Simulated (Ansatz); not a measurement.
# CH2Ru: the cost of one run

Program: the Python package of Ansatz 0.2.0. Level of theory: PBE0+D4/def2-TZVP. These are calculated values, not measurements.

## Step 1: Starting point

Bond lengths: C1–Ru2 2.185 Å, C1–H3 1.084 Å, C1–H4 1.084 Å. Angles: Ru2–C1–H3 122.6°, Ru2–C1–H4 117.4°, H3–C1–H4 120.0°.

Input file ch2ru.xyz:

```xyz
4

C    -0.25590    0.01340    0.10200
Ru    1.77570   -0.18560   -0.67830
H    -0.78010   -0.80590    0.58140
H    -0.73970    0.97800   -0.00510
```

## Step 2: The script

Input file ch2ru_freq.py:

```python
"""Vibrations and zero-point energy of CH2Ru(+)."""

import itertools

import ansatz
from ase.data import atomic_numbers, covalent_radii
import numpy as np

geometry = ansatz.Crystal.molecule_from_extxyz("ch2ru.xyz")

job = (
    geometry.calculation()
    .basis(gaussian="def2-TZVP")
    .functional("pbe0", dispersion="d4")
    .charge(1)
)
symbols = [site.symbol for site in geometry.cartesian_sites]
start = np.array([site.position_ang for site in geometry.cartesian_sites], dtype=float)
r = job.relax(force_tolerance=0.003).run(threads=1, backend="cpu").report
end = np.array(r["positions_ang"])

# pairs closer than 1.2 times the sum of covalent radii, before or after
radius = [covalent_radii[atomic_numbers[s]] for s in symbols]
span = lambda where, i, j: np.linalg.norm(where[i] - where[j])
bonded = [(i, j) for i, j in itertools.combinations(range(len(symbols)), 2) if min(span(start, i, j), span(end, i, j)) < 1.2 * (radius[i] + radius[j])]
print("pair        before    after (A)")
for i, j in bonded:
    print(f"{symbols[i]}{i}-{symbols[j]}{j}".ljust(10), f"{span(start, i, j):8.4f} {span(end, i, j):8.4f}")
for first, second in list(itertools.combinations(bonded, 2)):
    shared = set(first) & set(second)
    if shared and symbols[(j := shared.pop())] != "H":
        i, k = sorted((set(first) | set(second)) - {j})
        u, v = end[i] - end[j], end[k] - end[j]
        angle = np.degrees(np.arccos(np.clip(u @ v / np.linalg.norm(u) / np.linalg.norm(v), -1, 1)))
        print(f"final angle {symbols[i]}{i}-{symbols[j]}{j}-{symbols[k]}{k}: {angle:.2f} deg")

# frequencies need a stationary point, so they are taken at the relaxed geometry
minimum = ansatz.Crystal.molecule()
for symbol, place in zip(symbols, end):
    minimum = minimum.atom(symbol, place.tolist())
vibrating = (
    minimum.calculation()
    .basis(gaussian="def2-TZVP")
    .functional("pbe0", dispersion="d4")
    .charge(1)
    .phonons(temperatures=(200, 600, 100))
)
vib = vibrating.run(threads=1, backend="cpu").report["vibrations"]
sums = vib["harmonic_sums"]
modes = [m["omega_inv_cm"] for m in sums["modes_at_gamma"] if m["rigid_motion"] == "no"]
print("frequencies (1/cm):", " ".join(f"{w:.0f}" for w in modes))
print("imaginary modes:", sum(w < 0 for w in modes), " zero-point energy:", round(sums["zero_point_energy_ev"], 4), "eV")
print("T (K)   F_vib (eV)   S_vib (meV/K)   C_vib (meV/K)")
for row in zip(sums["temperatures_k"], sums["vibrational_free_energy_ev"], vib["entropy_ev_per_k"], vib["heat_capacity_ev_per_k"]):
    print(f"{row[0]:6.1f} {row[1]:11.4f} {1000 * row[2]:13.4f} {1000 * row[3]:15.4f}")
```

## Step 3: Running it

On the command line:

```
$ python ch2ru_freq.py
```

**Question.** How long does this script take on 1 thread of Arm Neoverse V1, shared host, and how much memory does it need?

About 2.7 min, with a peak of 0.28 GiB.
